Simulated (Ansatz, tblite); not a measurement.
**[Ag(NH3)2]+ (AgN2H6+): a ladder of methods and basis sets**

An exercise on one series of results from a longer session: the logs are not shown, and one member is left open.

Method: as each input shows; program: Ansatz 0.2.0, Gaussian basis.

The runs, in order: GFN1-xTB, GFN2-xTB, PBE-D4/def2-TZVP, r2SCAN-D4/def2-TZVP, CAM-B3LYP-D4/def2-TZVP, HF/def2-TZVP, B97M-V/def2-TZVP, BHLYP-D4/def2-TZVP, ωB97X-V/def2-TZVP, r2SCANh-D4/def2-TZVP, BLYP-D4/def2-TZVP, LC-ωPBE(0.10)/def2-TZVP, LC-ωPBE(0.15)/def2-TZVP, LC-ωPBE(0.20)/def2-TZVP, LC-ωPBE(0.30)/def2-TZVP, PBE-D4/def2-SVP, PBE0-D4/def2-SVP, CCSD(T)/def2-TZVPP, MP2/def2-TZVP, RPA/def2-TZVP.

1 further run of the same task is left out (set aside as unsound or not needed). Runs told in other sessions of the task aren't counted.

## The structure

The geometry is that of the singlet, from an earlier relaxation (PBE-D4/def2-TZVP).

9 atoms, charge 1, spin multiplicity 1.

Bond lengths: Ag1–N2 2.123 Å, Ag1–N6 2.123 Å, N2–H3 1.024 Å, N2–H4 1.024 Å, N2–H5 1.024 Å, N6–H7 1.024 Å, N6–H8 1.024 Å, N6–H9 1.024 Å. Angles: N2–Ag1–N6 180.0°, Ag1–N2–H3 111.7°, Ag1–N2–H4 111.7°, Ag1–N2–H5 111.7°, H3–N2–H4 107.1°, H3–N2–H5 107.1°, H4–N2–H5 107.1°, Ag1–N6–H7 111.7°, Ag1–N6–H8 111.7°, Ag1–N6–H9 111.7°, H7–N6–H8 107.1°, H7–N6–H9 107.1°, H8–N6–H9 107.1°.

Formally the metal is d10. Ag takes a core potential in the def2 sets. No spin-orbit coupling is included. The ion is computed in the gas phase, without counter-ions or solvent.

PBE0-D4/def2-TZVP was run before; its log isn't repeated, and its numbers join the tables.

The first run:

Tight binding, by tblite at 300 K electronic temperature and without a spin-polarisation term:

```python
tblite.interface.Calculator('GFN1-xTB', numbers, positions, charge=1, uhf=0).singlepoint()
```

Tight binding, by tblite at 300 K electronic temperature and without a spin-polarisation term:

```python
tblite.interface.Calculator('GFN2-xTB', numbers, positions, charge=1, uhf=0).singlepoint()
```

start.molden holds the orbitals of an earlier run on this state, given as this run's starting guess.

Contents of in.yaml:

```yaml
crystal:
  periodic: [false, false, false]
  atoms:
    - {symbol: Ag, position_ang: [0.000236, 0.000077, -0.000005]}
    - {symbol: N, position_ang: [-0.003767, -0.014712, 2.122535]}
    - {symbol: H, position_ang: [-0.422432, 0.837629, 2.506725]}
    - {symbol: H, position_ang: [0.944924, -0.083039, 2.502926]}
    - {symbol: H, position_ang: [-0.536092, -0.806878, 2.494609]}
    - {symbol: N, position_ang: [0.003830, 0.014806, -2.122523]}
    - {symbol: H, position_ang: [-0.947310, 0.018220, -2.502878]}
    - {symbol: H, position_ang: [0.479609, -0.807246, -2.506216]}
    - {symbol: H, position_ang: [0.481001, 0.841143, -2.495185]}
basis:
  gaussian: {orbitals: def2-TZVP, initial_orbitals: start.molden}
total_charge: 1
hamiltonian: {xc: pbe, dispersion: d4}
scf: {omitted_lower_state_checks: [starts]}
output: {orbitals: {seedname: orbitals}}
```

Run with:

```bash
$ ansatz run in.yaml --threads 4 --pin off --events-out ev --progress --plain --max-ram 3916MiB
```

Steps of the session up to this table: PBE-D4/def2-TZVP; r2SCAN-D4/def2-TZVP; CAM-B3LYP-D4/def2-TZVP; HF/def2-TZVP; B97M-V/def2-TZVP; BHLYP-D4/def2-TZVP; ωB97X-V/def2-TZVP; r2SCANh-D4/def2-TZVP; BLYP-D4/def2-TZVP; LC-ωPBE(0.10)/def2-TZVP; LC-ωPBE(0.15)/def2-TZVP; LC-ωPBE(0.20)/def2-TZVP; LC-ωPBE(0.30)/def2-TZVP; PBE-D4/def2-SVP; PBE0-D4/def2-SVP; CCSD(T)/def2-TZVPP; MP2/def2-TZVP; RPA/def2-TZVP.

One of the session's tables, all rows but one given; the rest of the session is left out.

```
                  level  HOMO (eV)  LUMO (eV)  gap (eV)
           HF/def2-TZVP     -15.75      -2.44     13.31
        PBE-D4/def2-SVP     -10.93      -5.79      5.14
       PBE-D4/def2-TZVP     -10.99      -5.96      5.02
      BLYP-D4/def2-TZVP     -10.93      -5.99      4.94
    r2SCAN-D4/def2-TZVP     -11.14      -5.55      5.59
       B97M-V/def2-TZVP     -11.14      -5.85      5.29
   r2SCANh-D4/def2-TZVP     -11.68      -5.23      6.45
       PBE0-D4/def2-SVP     -12.31      -4.87      7.44
      PBE0-D4/def2-TZVP     -12.34      -5.04      7.30
     BHLYP-D4/def2-TZVP     -13.70      -4.35      9.35
 CAM-B3LYP-D4/def2-TZVP          ?          ?         ?
      ωB97X-V/def2-TZVP     -14.78      -3.11     11.67
LC-ωPBE(0.10)/def2-TZVP     -12.50      -4.60      7.89
LC-ωPBE(0.15)/def2-TZVP     -13.13      -4.08      9.05
LC-ωPBE(0.20)/def2-TZVP     -13.67      -3.68      9.99
LC-ωPBE(0.30)/def2-TZVP     -14.49      -3.16     11.33
```

Q: Estimate the row for CAM-B3LYP-D4/def2-TZVP from the others.

The run gave: HOMO (eV): -13.83; LUMO (eV): -4.21; gap (eV): 9.62. In the column «HOMO (eV)» it lies between LC-ωPBE(0.30)/def2-TZVP (-14.49) and BHLYP-D4/def2-TZVP (-13.70).
